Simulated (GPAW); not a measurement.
Runs of GPAW 26.7.0 on Ta3AsAu2O13. It takes space group P-6 (No. 174, hexagonal). Conventional cell: a = 5.452 Å, b = 5.452 Å, c = 9.579 Å, α = 90.00°, β = 90.00°, γ = 120.00°. Ta (site symmetry 3) has 4 O at 1.86 to 2.04 Å as nearest neighbours. Ta (site symmetry -6) is surrounded by 6 O at 2.05 Å. As (site symmetry -6) has 6 O at 1.91 Å as nearest neighbours. Au (site symmetry 3) has 6 O at 2.15 to 2.34 Å as nearest neighbours. O (site symmetry -6) is surrounded by 2 Ta at 1.86 Å. Around O (site symmetry 1) lie 1 As at 1.91 Å and 1 Ta at 2.14 Å and 1 Au at 2.15 Å. O (site symmetry 1) has 2 Ta at 2.04 to 2.05 Å and 1 Au at 2.34 Å as nearest neighbours. The cell was built by a generator and needn't be a form met in nature.

```csv
task,level,potentials or basis,spin,cell,k mesh,band path,band points,k mesh for the DOS,dos width,eigensolver,gap on the mesh (eV),pressure (GPa),largest force (eV/Å)
band structure,PW91,"PAW data sets generated in the run's folder for this functional, pw",off,as given,4 × 4 × 2,"GMKGALHA,LM,KH",100,-,-,-,-,0.5,(a)
band structure,revPBE,"the program's PAW data sets (release 1.2.1) made for this functional, pw",off,as given,4 × 4 × 2,"GMKGALHA,LM,KH",100,-,-,-,-,4.6,0.51
density of states,PBE,"GPAW PAW data sets (gpaw-data 1.2.1), pw",off,as given,4 × 4 × 2,-,-,6 × 6 × 3,0.05 eV,-,none,1.3,0.39
electron localisation function,PBE,"GPAW PAW data sets (gpaw-data 1.2.1), pw",off,as given,6 × 6 × 3,-,-,-,-,-,none,1.3,0.40
band structure,BLYP,"PAW data sets generated in the run's folder for this functional, pw",off,as given,4 × 4 × 2,"GMKGALHA,LM,KH",100,-,-,davidson,-,5.4,0.25
single point,PBE,"GPAW PAW data sets (gpaw-data 1.2.1), pw",off,as given,6 × 6 × 3,-,-,-,-,-,none,1.3,0.40
band structure,PBE,"GPAW PAW data sets (gpaw-data 1.2.1), pw",off,as given,6 × 6 × 3,"GMKGALHA,LM,KH",100,-,-,-,-,1.3,0.40
band structure,PBE,"GPAW PAW data sets (gpaw-data 1.2.1), pw","SOC, no magnetisation",as given,6 × 6 × 3,"GMKGALHA,LM,KH",100,-,-,-,-,1.3,0.40
relaxation of cell and atoms,PBE,"GPAW PAW data sets (gpaw-data 1.2.1), pw",off,relaxed,4 × 4 × 2,-,-,-,-,-,none,0.1,0.01
band structure,AM05,"PAW data sets generated in the run's folder for this functional, pw",off,as given,4 × 4 × 2,"GMKGALHA,LM,KH",100,-,-,-,-,-4.4,(b)
band structure,r2SCAN,"GPAW PAW data sets (gpaw-data 1.2.1), pw",off,as given,4 × 4 × 2,"GMKGALHA,LM,KH",100,-,-,-,-,(d),(c)
```

Alike in all rows: cutoff (eV) 800; smearing fermi-dirac 0.05 eV.

**Question.** Fill in the values left out.

**Answer.** (a) 0.28; (b) 0.31; (c) 0.29; (d) -4.8.

Caveats: with this Au data set, volumes or pressures lay over 1.5 % or 2 GPa off other programs in two to four cells of ten; spin-orbit coupling is left out, which moves the levels of the heavy elements (some runs); spin-orbit coupling was added after a scalar SCF, so levels and gaps hold it while energy, forces, pressure and moments don't (some runs); this program's spin-orbit splittings come out too wide for heavy elements (some runs); later steps reuse the first step's grids (some runs); the PAW data sets were made with another functional, which shifts forces and pressure a little (some runs).

A k mesh can miss the band edges, and rows without SOC leave out spin-orbit coupling on As, Au, Ta.

A gap of «none» marks a metal or a gap under the smearing width.
